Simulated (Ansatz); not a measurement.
# A single-point run on Cs2P4O

One self-consistent run on Cs2P4O (a known structure type filled with other elements, at an estimated volume), nothing relaxed, to see whether it is a metal or has a gap, how the charge is shared and how far the cell is from equilibrium.

Computed, not measured: Ansatz 0.2.0, DFT, PBE, no spin polarisation, plane waves, PAW.

**1. The structure**

Symmetry: I4/mmm, No. 139, tetragonal system. Conventional cell: a = 4.725 Å, b = 4.725 Å, c = 14.640 Å, α = 90.00°, β = 90.00°, γ = 90.00°. Around P (site symmetry 4mm) lie 1 O at 2.20 Å and 1 Cs at 3.07 Å. Cs (site symmetry 4mm) has 9 P at 3.07 to 3.34 Å as nearest neighbours. P (site symmetry mmm) is surrounded by 2 O at 2.36 Å and 4 Cs at 3.13 Å. O (site symmetry 4/mmm) has 6 P at 2.20 to 2.36 Å as nearest neighbours.

The coordinates stand in the input below.

The run starts from a saved solution of this cell (checkpoint.read), perhaps found on another mesh.

**2. The run**

Contents of input.yaml:

```yaml
crystal:
  lattice:
    - [0.0, 4.725474, 0.0]
    - [4.725474, 0.0, 0.0]
    - [2.362737, 2.362737, -7.319791]
  atoms:
    - { symbol: P, position: [0.15, 0.15, 0.7] }
    - { symbol: P, position: [0.85, 0.85, 0.3] }
    - { symbol: Cs, position: [0.36, 0.36, 0.28] }
    - { symbol: Cs, position: [0.64, 0.64, 0.72] }
    - { symbol: P, position: [0.5, 0.0, 0.0] }
    - { symbol: P, position: [0.0, 0.5, 0.0] }
    - { symbol: O, position: [0.0, 0.0, 0.0] }
  symmetry: { tolerance: 0.0003 }
kpoints:
  mp_grid: { grid: [8, 8, 8], shift: [0, 0, 0] }
  band_path:
    path:
      - [0.0, 0.0, 0.0]
      - [0.5, 0.5, 0.5]
      - [0.5, 0.5, 0.25]
      - [0.0, 0.5, 0.0]
      - [0.0, 0.0, 0.0]
      - [0.0, 0.0, -0.5]
      - [0.0, 0.44790412, -0.27604794]
      - [0.0, 0.55209588, 0.27604794]
      - [0.0, 0.0, 0.0]
      - [0.5, 0.5, 0.5]
      - [0.44790412, 0.55209588, 0.5]
    npoints: 6
magnetization:
  spin_polarized: false
scf:
  occupations: { method: fermi_dirac, width: 0.0375 }
  lower_state_search: "off"
  max_iter: 200
hamiltonian:
  pseudopotentials: { kind: paw }
  xc: pbe
basis:
  ecutwfc: 420
  fft_grid_basis: typed
output:
  forces: true
  stress: true
  eigenvalues: true
  bader: true
  populations: true
  elf: true
  write_potential: true
  volumetric_format: npy
  dos:
    e_range: [-12, 8]
    de: 0.05
    projected: { site_lists: { Cs: [Cs], O: [O], P: [P] } }
checkpoint:
  read: saved_state
```

What does the calculation give? Wanted: largest force; pressure; character; Bader charges.

**Answer**, as computed:

| quantity | value |
| --- | --- |
| largest force | 2.038 eV/Å on P |
| pressure | 3.7 GPa |
| formation energy (elements from separate runs) | 0.90 eV/atom |
| character | metal |
| density of states, mean within 0.25 eV of the Fermi level | 7 per eV per cell |
| Bader charges | P -0.17 to +0.04, Cs +0.60, O -0.93 e |

Bands cross the Fermi level: a metal; within 0.25 eV of the Fermi level the density of states averages 7 per eV per cell, mostly P p (83 %). Forces reach 2.0 eV/Å, so the geometry is far from rest and the levels are not those of the relaxed cell. Cs loses most charge (+0.60 e on average) and O gains most (-0.93 e). Against the elements' reference phases (P black phosphorus, Cs bcc, O2 molecule; separate runs with the same functional) the formation energy is 0.90 eV per atom, so at this geometry it is not bound against them. The pressure of 3.7 GPa says the cell is too small.
